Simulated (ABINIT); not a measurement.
Crystal: Si.

```
Si
1.0
     0.00000    2.71550    2.71550
     2.71550    0.00000    2.71550
     2.71550    2.71550    0.00000
Si
2
Direct
  0.00000 0.00000 0.00000
  0.25000 0.25000 0.25000
```

```yaml
Program: ABINIT 10.8.3 (patched build)
Task: relaxation of cell and atoms
Functional: LDA
Potentials_or_basis: PseudoDojo NC SR LDA v0.4.1 standard
Cutoff: 435 eV
k_mesh: 10 × 10 × 10
Occupations: fermi-dirac, width 0.05 eV
Spin: no spin polarisation
```

At the start: pressure -1.9 GPa; volume 20.02 Å³/atom.

Problem. Where does the relaxation end?

Solution. Over 4 steps the energy falls by 2.4 meV/atom and the volume is 19.62 Å³/atom (-2.0 %); space group Fd-3m (No. 227, to 0.05 Å).

Step by step:
| step | energy change (eV) | largest force (eV/Å) | pressure (GPa) | volume (Å³) |
| --- | --- | --- | --- | --- |
| 1 | 0.0000 | 0.0000 | -1.88 | 40.05 |
| 2 | -0.0023 | 0.0000 | -1.36 | 39.82 |
| 3 | -0.0048 | 0.0000 | 0.04 | 39.23 |
| 4 | -0.0048 | 0.0000 | 0.00 | 39.24 |

Final structure:
```xyz
2
Lattice="0.0000 2.6972 2.6972 2.6972 0.0000 2.6972 2.6972 2.6972 0.0000" Properties=species:S:1:pos:R:3 pbc="T T T"
Si    0.0000    0.0000    0.0000
Si    1.3486    1.3486    1.3486
```
